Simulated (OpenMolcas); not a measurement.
**Tc⁵⁺ among point charges: CASSCF and CASPT2 levels and susceptibility**

How does a field of 5 point charges split the states of Tc⁵⁺, and what χT follows?

The numbers are computed with OpenMolcas 26.06 (state-averaged CASSCF and CASPT2, spin-orbit coupling by RASSI with atomic mean-field integrals), except any that are marked as measured or tabulated.

### 1 The atom as given

| Property | Result |
| --- | --- |
| Species | Tc⁵⁺ (technetium, Z = 43, 38 electrons) |
| Basis | ANO-RCC-VDZP [6s5p3d1f], 43 functions |
| Scalar Hamiltonian | DKH2, point nucleus |
| Inactive shells | 1s 2s 2p 3s 3p 3d 4s 4p |
| Active space | 2 electrons in 5 orbitals (4d) |
| Some configurations of this space | 4d2 |
| Orbitals | optimised for each spin and parity, averaged over all roots |

The outer shells:

4d2
```
4d [↑ ][↑ ][  ][  ][  ]
```

The ion sits among 5 point charges of -2 e arranged as a square pyramid (C4v), 2.4 Å from the ion, with the axial distance 2.064 Å.

Each step is its own input file, run in one work folder so that later steps find the files of earlier ones. Labels, J, g values, rates, χT and fits are worked out afterwards by a script from the matrices that RASSI stores.

### 2 One- and two-electron integrals

a.inp

```
&GATEWAY
Coord
1

Tc 0.0 0.0 0.0
Basis=ANO-RCC-VDZP
Group=NoSym
NoMove
AngMom=0.0 0.0 0.0
AMFI
XField
5 Angstrom 0
2.400000 0.000000 0.000000 -2.000000
0.000000 2.400000 0.000000 -2.000000
-2.400000 0.000000 0.000000 -2.000000
0.000000 -2.400000 0.000000 -2.000000
0.000000 0.000000 2.064000 -2.000000
&SEWARD
```

Command:

```bash
$ OMP_NUM_THREADS=1 MOLCAS_MEM=1689 MOLCAS_PROJECT=a pymolcas a.inp > a.log
```

### 3 Reference wave functions, triplets, 10 roots

a.inp

```
&RASSCF
FileOrb=start.orb
Symmetry=1
Spin=3
nActEl=2 0 0
Inactive=18
Ras2=5
CIRoot=10 10 1
SDav=10
CIMx=300
Iter=120 100
PrWF=0.3
OrbListing=Nothing
MaxOrb=0
>>> COPY $Project.JobIph JOB001
```

start.orb holds the contracted functions of the basis, ordered by shell, or the orbitals of the step before.

### 4 Reference wave functions, singlets, 15 roots

a.inp

```
&RASSCF
FileOrb=start.orb
Symmetry=1
Spin=1
nActEl=2 0 0
Inactive=18
Ras2=5
CIRoot=15 15 1
SDav=15
CIMx=300
Iter=120 100
PrWF=0.3
OrbListing=Nothing
MaxOrb=0
>>> COPY $Project.JobIph JOB002
```

### 5 RASSI: spin-orbit coupling between the states

a.inp

```
&RASSI
NrOfJobIphs=2 10 15
1 2 3 4 5 6 7 8 9 10
1 2 3 4 5 6 7 8 9 10 11 12 13 14 15
IphNames
JOB001
JOB002
EJob
SpinOrbit
DIPRint=1.0
SOCoupling=1000.0
Subsets=2
Property=9
'ANGMOM' 1 'ANGMOM' 2 'ANGMOM' 3 'MLTPL  1' 1 'MLTPL  1' 2 'MLTPL  1' 3
'AMFI' 1 'AMFI' 2 'AMFI' 3
SOProperty=3
'ANGMOM' 1 'ANGMOM' 2 'ANGMOM' 3
```

### 6 CASPT2: IPEA 0.25, imaginary shift 0.1 (closed shells correlated: 4s 4p)

a.inp

```
>>> COPY JOB001 $Project.JobIph
&CASPT2
Multistate=10 1 2 3 4 5 6 7 8 9 10
NoMult
Frozen=14
IPEA=0.25
Imaginary=0.1
MaxIter=60
WThr=0.0 0.3 0.05
PrWF=0.5
NoMix
>>> COPY JOB002 $Project.JobIph
&CASPT2
Multistate=15 1 2 3 4 5 6 7 8 9 10 11 12 13 14 15
NoMult
Frozen=14
IPEA=0.25
Imaginary=0.1
MaxIter=60
WThr=0.0 0.3 0.05
PrWF=0.5
NoMix
```

(Steps that only read results are left out.)

**Question.** What will these runs give? Wanted: spin-free ground state; first state of the same spin within the active space; lowest level; next level.

As calculated:

| quantity | value |
| --- | --- |
| method | SS-CASPT2, IPEA 0.25, imaginary shift 0.1 (closed shells correlated: 4s 4p) |
| spin-free ground state | triplet, 1-fold in its orbital part |
| first state of the same spin within the active space | triplet at 859 cm⁻¹ |
| lowest level | 1-fold |
| next level | 577.4 cm⁻¹ |
| χT at 300 K | 0.14 cm³ K/mol |
| effective moment at 300 K | 1.04 μB |

Cost by method:

```
                                              method  time of its own steps  time with the reference
                                           A. CASSCF                  4.8 s                    4.8 s
B. SS-CASPT2, IPEA 0.25, imaginary shift 0.1, +4s 4p                  2.2 s                      7 s
```

Times are of one thread on a shared host.

**Reading.** The spin-free ground state (triplet) comes to 97 % from free-ion F terms and keeps the highest spin of the shell. χT at 300 K is 0.14, against 1.00 cm³ K/mol for the spin alone, so spin-orbit coupling lowers it. The field of point charges can differ much from that of real complexes. This is an electrostatic model: the charges have no orbitals.
